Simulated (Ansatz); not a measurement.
**Cu+ with H₂O: interaction against distance**

Aim: pull the two fragments apart and push them together, rigidly along the line between their mean positions, and follow the counterpoise interaction energy.

Computed with Ansatz 0.2.0, Gaussian basis. Level: single points in def2-TZVPPD, with counterpoise.

Cores are frozen in the correlated methods. The 3s and 3p shells of Cu and Zn are frozen; filled d shells are correlated. B3LYP uses VWN-RPA correlation.

40 further runs of the same task are left out: 40 set aside as unsound or not needed.

## (1) Starting geometry

The relaxed pair: 4 atoms, charge 1, spin multiplicity 1.

Atoms are counted from 1 here; the program's logs count them from 0.

Bond lengths: Cu1–O2 1.939 Å, O2–H3 0.964 Å, O2–H4 0.964 Å. Angles: Cu1–O2–H3 125.8°, Cu1–O2–H4 125.8°, H3–O2–H4 108.3°.

As a file:

```tsv
atom	x (Å)	y (Å)	z (Å)
Cu1	-0.2213	-0.1169	-1.7183
O2	0.0244	0.0146	0.2006
H3	0.4932	0.7186	0.6626
H4	-0.2962	-0.6162	0.8551
```

Atoms 1 to 1 are fragment A, the rest fragment B. The contact Cu1–O2 is 1.94 Å. Interaction at this geometry, from earlier runs: PBE-D4 -1926, r2SCAN-D4 -1981, PBE0-D4 -1776, B3LYP-D4 -1808, wB97M-V -1732, Hartree-Fock -1271, MP2 -1611, CCSD -1519, CCSD(T) -1558 meV. Each point needs the pair (ab) and both fragments with ghost atoms (a, b).

## (2) B moved by -0.19 Å, wB97M-V/def2-TZVPPD

Input file ab/in.yaml:

```yaml
crystal:
  periodic: [false, false, false]
  atoms:
    - {symbol: Cu, position_ang: [-0.221262, -0.116861, -1.718324]}
    - {symbol: O, position_ang: [-0.000347, 0.001498, 0.008757]}
    - {symbol: H, position_ang: [0.468492, 0.705563, 0.470713]}
    - {symbol: H, position_ang: [-0.320915, -0.629258, 0.663202]}
basis:
  gaussian: {orbitals: "def2-TZVPPD.json"}
total_charge: 1
hamiltonian: {xc: {name: wB97M-V}}
```

Input file a/in.yaml:

```yaml
crystal:
  periodic: [false, false, false]
  atoms:
    - {symbol: Cu, position_ang: [-0.221262, -0.116861, -1.718324]}
basis:
  gaussian:
    orbitals: "def2-TZVPPD.json"
    ghost_atoms:
      - {symbol: O, position_ang: [-0.000347, 0.001498, 0.008757]}
      - {symbol: H, position_ang: [0.468492, 0.705563, 0.470713]}
      - {symbol: H, position_ang: [-0.320915, -0.629258, 0.663202]}
total_charge: 1
hamiltonian: {xc: {name: wB97M-V}}
```

Input file b/in.yaml:

```yaml
crystal:
  periodic: [false, false, false]
  atoms:
    - {symbol: O, position_ang: [-0.000347, 0.001498, 0.008757]}
    - {symbol: H, position_ang: [0.468492, 0.705563, 0.470713]}
    - {symbol: H, position_ang: [-0.320915, -0.629258, 0.663202]}
basis:
  gaussian:
    orbitals: "def2-TZVPPD.json"
    ghost_atoms:
      - {symbol: Cu, position_ang: [-0.221262, -0.116861, -1.718324]}
hamiltonian: {xc: {name: wB97M-V}}
```

The basis file named in the input lies beside it (Basis Set Exchange, JSON).

One command serves all of them, each in its own folder.

Started as:

```
$ ansatz run in.yaml --threads 2 --pin off --events-out ev --progress --plain --max-ram 5222MiB
```

ab printed, cut to the lines that bear on the results:

```text
Functional definition: wB97M-V
  name "wB97M-V"
  cite "Mardirossian & Head-Gordon, J. Chem. Phys. 144, 214110 (2016) doi:10.1063/1.4952647"
  cite "Becke, J. Chem. Phys. 107, 8554 (1997) doi:10.1063/1.475007"
  cite "Vydrov & Van Voorhis, J. Chem. Phys. 133, 244103 (2010) doi:10.1063/1.3521275"
  # Of w^i u^j: cxij and so on, Table III.
[...]
  gx(w, u) = 1 - cx + cx01*u + cx10*w
  gss(w, u) = css00 + css04*u^4 + css10*w + css20*w^2 + css43*w^4*u^3
  gos(w, u) = cos00 + cos10*w + (cos20 + cos21*u)*w^2 + (cos60 + cos61*u)*w^6
[...]
      + integral(e_c_pw_mod_opposite_spin*gos(b97_w_opposite, b97_u_opposite)) + vv10(b, c)
855 factors; their error is unknown
179 factors; integrals over basis functions are off by at most 3.1e-5 eV
[...]
mean field -46711.34109954 eV, -1716.6101233240 hartree, gradient 7.2e-5 eV, S^2 0.000000; 0 other end points of the search recorded, 0 dependent functions left out
reference -46711.34115110 eV, -1716.6101252188 hartree; 19, 19 occupied and 122, 122 virtual orbitals, 855 factors
Total energy: -46711.34115110 eV, -1716.6101252188 hartree
```

Log of a, cut to the lines that bear on the results:

```text
[... 5 set-up lines as earlier in the session ...]
  # Of w^i u^j: cxij and so on, Table III.
[...]
  gx(w, u) = 1 - cx + cx01*u + cx10*w
[...]
      + integral(e_c_pw_mod_opposite_spin*gos(b97_w_opposite, b97_u_opposite)) + vv10(b, c)
839 factors; their error is unknown
178 factors; integrals over basis functions are off by at most 3.0e-5 eV
[...]
mean field -44629.94044790 eV, -1640.1200602003 hartree, gradient 4.8e-5 eV, S^2 0.000000; 0 other end points of the search recorded, 0 dependent functions left out
reference -44629.94048779 eV, -1640.1200616662 hartree; 14, 14 occupied and 127, 127 virtual orbitals, 839 factors
Total energy: -44629.94048779 eV, -1640.1200616662 hartree
```

Log of b, cut to the lines that bear on the results:

```text
[... 5 set-up lines as earlier in the session ...]
  # Of w^i u^j: cxij and so on, Table III.
[...]
  gx(w, u) = 1 - cx + cx01*u + cx10*w
[...]
      + integral(e_c_pw_mod_opposite_spin*gos(b97_w_opposite, b97_u_opposite)) + vv10(b, c)
734 factors; their error is unknown
155 factors; integrals over basis functions are off by at most 7.3e-5 eV
[...]
mean field -2079.93181676 eV, -76.4360844375 hartree, gradient 3.0e-5 eV, S^2 0.000000; 0 other end points of the search recorded, 0 dependent functions left out
reference -2079.93186130 eV, -76.4360860742 hartree; 5, 5 occupied and 136, 136 virtual orbitals, 734 factors
Total energy: -2079.93186130 eV, -76.4360860742 hartree
```

Wall times: 6.5 s (ab), 6 s (a), 4.2 s (b) on 2 threads of Arm Neoverse V1, shared host; peak memory 0.32 GiB.

Interaction: -1469 meV.

## (3) B moved by -0.19 Å, CCSD(T)/def2-TZVPPD

ab/in.yaml, as its differences from that of step 2:

```diff
@@ -10,2 +10,2 @@
 total_charge: 1
-hamiltonian: {xc: {name: wB97M-V}}
+correlation: {method: ccsd_t, frozen_orbitals: {Cu: 9, H: 0, O: 1}}
```

a/in.yaml, as its differences from that of step 2:

```diff
@@ -12,2 +12,2 @@
 total_charge: 1
-hamiltonian: {xc: {name: wB97M-V}}
+correlation: {method: ccsd_t, frozen_orbitals: {Cu: 9, H: 0, O: 1}}
```

b/in.yaml, as its differences from that of step 2:

```diff
@@ -11,2 +11,2 @@
       - {symbol: Cu, position_ang: [-0.221262, -0.116861, -1.718324]}
-hamiltonian: {xc: {name: wB97M-V}}
+correlation: {method: ccsd_t}
```

The same command starts each run, in its folder.

Started as:

```
$ ansatz run in.yaml --threads 2 --pin off --events-out ev --progress --plain --max-ram 5222MiB
```

Log of ab, cut to the lines that bear on the results:

```text
Functional definition: HF
  name "HF"
  cite "Fock, Z. Phys. 61, 126 (1930) doi:10.1007/BF01340294"
  parent pbe
[...]
894 factors; integrals over basis functions are off by at most 1.5e-3 eV
[...]
mean field -46661.54085787 eV, -1714.7799981983 hartree, gradient 3.9e-6 eV, S^2 0.000000; 0 other end points of the search recorded, 0 dependent functions left out
10 core orbitals not correlated: weight in the atoms' cores, before any rotation towards them, 1.000 or more for the frozen orbitals, at most 0.000 for the correlated occupied ones
reference -46661.54085787 eV, -1714.7799981983 hartree; 9, 9 occupied and 122, 122 virtual orbitals, 894 factors
second order -20.04541038 eV of doubles, -0.00000000 eV of singles
cycle   1  -17.59286985 eV  change     2.5e0 eV  update   1.5e-1
[...]
cycle  15  -18.45229166 eV  change    4.7e-6 eV  update   5.5e-6
perturbative correction -0.64541112 eV, -0.0237184212 hartree
Total energy: -46680.63856065 eV, -1715.4818258305 hartree
```

Log of a, cut to the lines that bear on the results:

```text
[... 4 set-up lines as earlier in the session ...]
[...]
901 factors; integrals over basis functions are off by at most 1.6e-3 eV
[...]
mean field -44590.94793997 eV, -1638.6871119639 hartree, gradient 7.3e-7 eV, S^2 0.000000; 0 other end points of the search recorded, 0 dependent functions left out
9 core orbitals not correlated: weight in the atoms' cores, before any rotation towards them, 1.000 or more for the frozen orbitals, at most 0.000 for the correlated occupied ones
reference -44590.94793997 eV, -1638.6871119639 hartree; 5, 5 occupied and 127, 127 virtual orbitals, 901 factors
second order -12.27212752 eV of doubles, -0.00000000 eV of singles
cycle   1  -10.17474003 eV  change     2.1e0 eV  update   1.1e-1
[...]
cycle  11  -10.70950768 eV  change   -8.0e-6 eV  update   4.3e-6
perturbative correction -0.36251500 eV, -0.0133221807 hartree
Total energy: -44602.01996266 eV, -1639.0940012927 hartree
```

Output in b, cut to the lines that bear on the results:

```text
[... 4 set-up lines as earlier in the session ...]
[...]
872 factors; integrals over basis functions are off by at most 1.5e-3 eV
[...]
mean field -2069.78521876 eV, -76.0632038386 hartree, gradient 7.0e-7 eV, S^2 0.000000; 0 other end points of the search recorded, 0 dependent functions left out
1 core orbitals not correlated: weight in the atoms' cores, before any rotation towards them, 1.000 or more for the frozen orbitals, at most 0.000 for the correlated occupied ones
reference -2069.78521876 eV, -76.0632038386 hartree; 4, 4 occupied and 136, 136 virtual orbitals, 872 factors
second order -7.19264085 eV of doubles, -0.00000000 eV of singles
cycle   1  -7.17049033 eV  change    2.2e-2 eV  update   4.8e-2
[...]
cycle   9  -7.33620944 eV  change    8.8e-7 eV  update   4.3e-6
perturbative correction -0.22260039 eV, -0.0081804133 hartree
Total energy: -2077.34402859 eV, -76.3409849762 hartree
```

They took 18 s (ab), 9.5 s (a), 7 s (b) on 2 threads of Arm Neoverse V1, shared host; peak memory 0.81 GiB.

ab − a − b = -1275 meV.

## (4) B moved by -0.10 Å, wB97M-V/def2-TZVPPD

Input file ab/in.yaml:

```yaml
crystal:
  periodic: [false, false, false]
  atoms:
    - {symbol: Cu, position_ang: [-0.221262, -0.116861, -1.718324]}
    - {symbol: O, position_ang: [0.012009, 0.008024, 0.104699]}
    - {symbol: H, position_ang: [0.480847, 0.712089, 0.566655]}
    - {symbol: H, position_ang: [-0.308560, -0.622732, 0.759143]}
basis:
  gaussian: {orbitals: "def2-TZVPPD.json"}
total_charge: 1
hamiltonian: {xc: {name: wB97M-V}}
```

Input file a/in.yaml:

```yaml
crystal:
  periodic: [false, false, false]
  atoms:
    - {symbol: Cu, position_ang: [-0.221262, -0.116861, -1.718324]}
basis:
  gaussian:
    orbitals: "def2-TZVPPD.json"
    ghost_atoms:
      - {symbol: O, position_ang: [0.012009, 0.008024, 0.104699]}
      - {symbol: H, position_ang: [0.480847, 0.712089, 0.566655]}
      - {symbol: H, position_ang: [-0.308560, -0.622732, 0.759143]}
total_charge: 1
hamiltonian: {xc: {name: wB97M-V}}
```

Input file b/in.yaml:

```yaml
crystal:
  periodic: [false, false, false]
  atoms:
    - {symbol: O, position_ang: [0.012009, 0.008024, 0.104699]}
    - {symbol: H, position_ang: [0.480847, 0.712089, 0.566655]}
    - {symbol: H, position_ang: [-0.308560, -0.622732, 0.759143]}
basis:
  gaussian:
    orbitals: "def2-TZVPPD.json"
    ghost_atoms:
      - {symbol: Cu, position_ang: [-0.221262, -0.116861, -1.718324]}
hamiltonian: {xc: {name: wB97M-V}}
```

Each run has its own folder and the same command.

Started as:

```
$ ansatz run in.yaml --threads 2 --pin off --events-out ev --progress --plain --max-ram 5222MiB
```

Output in ab, cut to the lines that bear on the results:

```text
[... 5 set-up lines as earlier in the session ...]
  # Of w^i u^j: cxij and so on, Table III.
[...]
  gx(w, u) = 1 - cx + cx01*u + cx10*w
[...]
      + integral(e_c_pw_mod_opposite_spin*gos(b97_w_opposite, b97_u_opposite)) + vv10(b, c)
855 factors; their error is unknown
179 factors; integrals over basis functions are off by at most 3.3e-5 eV
[...]
mean field -46711.54220981 eV, -1716.6175139900 hartree, gradient 5.7e-5 eV, S^2 0.000000; 0 other end points of the search recorded, 0 dependent functions left out
reference -46711.54226187 eV, -1716.6175159031 hartree; 19, 19 occupied and 122, 122 virtual orbitals, 855 factors
Total energy: -46711.54226187 eV, -1716.6175159031 hartree
```

Log of a, cut to the lines that bear on the results:

```text
[... 5 set-up lines as earlier in the session ...]
  # Of w^i u^j: cxij and so on, Table III.
[...]
  gx(w, u) = 1 - cx + cx01*u + cx10*w
[...]
      + integral(e_c_pw_mod_opposite_spin*gos(b97_w_opposite, b97_u_opposite)) + vv10(b, c)
839 factors; their error is unknown
178 factors; integrals over basis functions are off by at most 3.1e-5 eV
[...]
mean field -44629.93848978 eV, -1640.1199882405 hartree, gradient 8.9e-6 eV, S^2 0.000000; 0 other end points of the search recorded, 0 dependent functions left out
reference -44629.93852970 eV, -1640.1199897076 hartree; 14, 14 occupied and 127, 127 virtual orbitals, 839 factors
Total energy: -44629.93852970 eV, -1640.1199897076 hartree
```

Log of b, cut to the lines that bear on the results:

```text
[... 5 set-up lines as earlier in the session ...]
  # Of w^i u^j: cxij and so on, Table III.
[...]
  gx(w, u) = 1 - cx + cx01*u + cx10*w
[...]
      + integral(e_c_pw_mod_opposite_spin*gos(b97_w_opposite, b97_u_opposite)) + vv10(b, c)
734 factors; their error is unknown
155 factors; integrals over basis functions are off by at most 7.8e-5 eV
[...]
mean field -2079.93172796 eV, -76.4360811741 hartree, gradient 3.0e-5 eV, S^2 0.000000; 0 other end points of the search recorded, 0 dependent functions left out
reference -2079.93177264 eV, -76.4360828161 hartree; 5, 5 occupied and 136, 136 virtual orbitals, 734 factors
Total energy: -2079.93177264 eV, -76.4360828161 hartree
```

They took 7.5 s (ab), 6 s (a), 4.1 s (b) on 2 threads of Arm Neoverse V1, shared host; peak memory 0.32 GiB.

Interaction: -1672 meV.

## (5) B moved by -0.10 Å, CCSD(T)/def2-TZVPPD

ab/in.yaml, as its differences from that of step 4:

```diff
@@ -10,2 +10,2 @@
 total_charge: 1
-hamiltonian: {xc: {name: wB97M-V}}
+correlation: {method: ccsd_t, frozen_orbitals: {Cu: 9, H: 0, O: 1}}
```

a/in.yaml, as its differences from that of step 4:

```diff
@@ -12,2 +12,2 @@
 total_charge: 1
-hamiltonian: {xc: {name: wB97M-V}}
+correlation: {method: ccsd_t, frozen_orbitals: {Cu: 9, H: 0, O: 1}}
```

b/in.yaml, as its differences from that of step 4:

```diff
@@ -11,2 +11,2 @@
       - {symbol: Cu, position_ang: [-0.221262, -0.116861, -1.718324]}
-hamiltonian: {xc: {name: wB97M-V}}
+correlation: {method: ccsd_t}
```

Each run has its own folder and the same command.

Started as:

```
$ ansatz run in.yaml --threads 2 --pin off --events-out ev --progress --plain --max-ram 5222MiB
```

Log of ab, cut to the lines that bear on the results:

```text
[... 4 set-up lines as earlier in the session ...]
[...]
893 factors; integrals over basis functions are off by at most 9.1e-4 eV
[...]
mean field -46661.85238457 eV, -1714.7914465934 hartree, gradient 4.0e-6 eV, S^2 0.000000; 1 other end points of the search recorded, 0 dependent functions left out
10 core orbitals not correlated: weight in the atoms' cores, before any rotation towards them, 1.000 or more for the frozen orbitals, at most 0.000 for the correlated occupied ones
reference -46661.85238457 eV, -1714.7914465934 hartree; 9, 9 occupied and 122, 122 virtual orbitals, 893 factors
second order -19.89935002 eV of doubles, -0.00000000 eV of singles
cycle   1  -17.53235923 eV  change     2.4e0 eV  update   1.5e-1
[...]
cycle  14  -18.35527116 eV  change    2.1e-5 eV  update   8.0e-6
perturbative correction -0.63145772 eV, -0.0232056433 hartree
Total energy: -46680.83911345 eV, -1715.4891960102 hartree
```

a printed, cut to the lines that bear on the results:

```text
[... 4 set-up lines as earlier in the session ...]
[...]
900 factors; integrals over basis functions are off by at most 8.6e-4 eV
[...]
mean field -44590.94607698 eV, -1638.6870435003 hartree, gradient 7.3e-7 eV, S^2 0.000000; 0 other end points of the search recorded, 0 dependent functions left out
9 core orbitals not correlated: weight in the atoms' cores, before any rotation towards them, 1.000 or more for the frozen orbitals, at most 0.000 for the correlated occupied ones
reference -44590.94607698 eV, -1638.6870435003 hartree; 5, 5 occupied and 127, 127 virtual orbitals, 900 factors
second order -12.26581234 eV of doubles, -0.00000000 eV of singles
cycle   1  -10.17068476 eV  change     2.1e0 eV  update   1.1e-1
[...]
cycle  11  -10.70428348 eV  change   -8.2e-6 eV  update   4.2e-6
perturbative correction -0.36055884 eV, -0.0132502929 hartree
Total energy: -44602.01091930 eV, -1639.0936689554 hartree
```

Log of b, cut to the lines that bear on the results:

```text
[... 4 set-up lines as earlier in the session ...]
[...]
871 factors; integrals over basis functions are off by at most 9.0e-4 eV
[...]
mean field -2069.78516141 eV, -76.0632017311 hartree, gradient 7.4e-7 eV, S^2 0.000000; 0 other end points of the search recorded, 0 dependent functions left out
1 core orbitals not correlated: weight in the atoms' cores, before any rotation towards them, 1.000 or more for the frozen orbitals, at most 0.000 for the correlated occupied ones
reference -2069.78516141 eV, -76.0632017311 hartree; 4, 4 occupied and 136, 136 virtual orbitals, 871 factors
second order -7.18952054 eV of doubles, -0.00000000 eV of singles
cycle   1  -7.16779344 eV  change    2.2e-2 eV  update   4.8e-2
[...]
cycle   9  -7.33348537 eV  change    7.7e-7 eV  update   4.4e-6
perturbative correction -0.22237605 eV, -0.0081721693 hartree
Total energy: -2077.34102283 eV, -76.3408745167 hartree
```

They took 19 s (ab), 8.5 s (a), 7.5 s (b) on 2 threads of Arm Neoverse V1, shared host; peak memory 0.81 GiB.

Interaction: -1487 meV.

## (6) B moved by +0.10 Å, wB97M-V/def2-TZVPPD

Input file ab/in.yaml:

```yaml
crystal:
  periodic: [false, false, false]
  atoms:
    - {symbol: Cu, position_ang: [-0.221262, -0.116861, -1.718324]}
    - {symbol: O, position_ang: [0.036719, 0.021077, 0.296583]}
    - {symbol: H, position_ang: [0.505558, 0.725142, 0.758538]}
    - {symbol: H, position_ang: [-0.283849, -0.609679, 0.951027]}
basis:
  gaussian: {orbitals: "def2-TZVPPD.json"}
total_charge: 1
hamiltonian: {xc: {name: wB97M-V}}
```

Input file a/in.yaml:

```yaml
crystal:
  periodic: [false, false, false]
  atoms:
    - {symbol: Cu, position_ang: [-0.221262, -0.116861, -1.718324]}
basis:
  gaussian:
    orbitals: "def2-TZVPPD.json"
    ghost_atoms:
      - {symbol: O, position_ang: [0.036719, 0.021077, 0.296583]}
      - {symbol: H, position_ang: [0.505558, 0.725142, 0.758538]}
      - {symbol: H, position_ang: [-0.283849, -0.609679, 0.951027]}
total_charge: 1
hamiltonian: {xc: {name: wB97M-V}}
```

Input file b/in.yaml:

```yaml
crystal:
  periodic: [false, false, false]
  atoms:
    - {symbol: O, position_ang: [0.036719, 0.021077, 0.296583]}
    - {symbol: H, position_ang: [0.505558, 0.725142, 0.758538]}
    - {symbol: H, position_ang: [-0.283849, -0.609679, 0.951027]}
basis:
  gaussian:
    orbitals: "def2-TZVPPD.json"
    ghost_atoms:
      - {symbol: Cu, position_ang: [-0.221262, -0.116861, -1.718324]}
hamiltonian: {xc: {name: wB97M-V}}
```

Each run has its own folder and the same command.

Started as:

```
$ ansatz run in.yaml --threads 2 --pin off --events-out ev --progress --plain --max-ram 5222MiB
```

Log of ab, cut to the lines that bear on the results:

```text
[... 5 set-up lines as earlier in the session ...]
  # Of w^i u^j: cxij and so on, Table III.
[...]
  gx(w, u) = 1 - cx + cx01*u + cx10*w
[...]
      + integral(e_c_pw_mod_opposite_spin*gos(b97_w_opposite, b97_u_opposite)) + vv10(b, c)
855 factors; their error is unknown
179 factors; integrals over basis functions are off by at most 3.6e-5 eV
[...]
mean field -46711.57460134 eV, -1716.6187043568 hartree, gradient 5.3e-5 eV, S^2 0.000000; 0 other end points of the search recorded, 0 dependent functions left out
reference -46711.57465276 eV, -1716.6187062465 hartree; 19, 19 occupied and 122, 122 virtual orbitals, 855 factors
Total energy: -46711.57465276 eV, -1716.6187062465 hartree
```

a printed, cut to the lines that bear on the results:

```text
[... 5 set-up lines as earlier in the session ...]
  # Of w^i u^j: cxij and so on, Table III.
[...]
  gx(w, u) = 1 - cx + cx01*u + cx10*w
[...]
      + integral(e_c_pw_mod_opposite_spin*gos(b97_w_opposite, b97_u_opposite)) + vv10(b, c)
839 factors; their error is unknown
178 factors; integrals over basis functions are off by at most 3.1e-5 eV
[...]
mean field -44629.93544403 eV, -1640.1198763112 hartree, gradient 4.2e-5 eV, S^2 0.000000; 0 other end points of the search recorded, 0 dependent functions left out
reference -44629.93548385 eV, -1640.1198777747 hartree; 14, 14 occupied and 127, 127 virtual orbitals, 839 factors
Total energy: -44629.93548385 eV, -1640.1198777747 hartree
```

b printed, cut to the lines that bear on the results:

```text
[... 5 set-up lines as earlier in the session ...]
  # Of w^i u^j: cxij and so on, Table III.
[...]
  gx(w, u) = 1 - cx + cx01*u + cx10*w
[...]
      + integral(e_c_pw_mod_opposite_spin*gos(b97_w_opposite, b97_u_opposite)) + vv10(b, c)
734 factors; their error is unknown
155 factors; integrals over basis functions are off by at most 8.7e-5 eV
[...]
mean field -2079.93160596 eV, -76.4360766907 hartree, gradient 3.2e-5 eV, S^2 0.000000; 0 other end points of the search recorded, 0 dependent functions left out
reference -2079.93165092 eV, -76.4360783430 hartree; 5, 5 occupied and 136, 136 virtual orbitals, 734 factors
Total energy: -2079.93165092 eV, -76.4360783430 hartree
```

Times: 6.5 s (ab), 5.5 s (a), 3.6 s (b) on 2 threads of Arm Neoverse V1, shared host; peak memory 0.3 GiB.

This point gives -1708 meV.

[end of part 1 of 3]
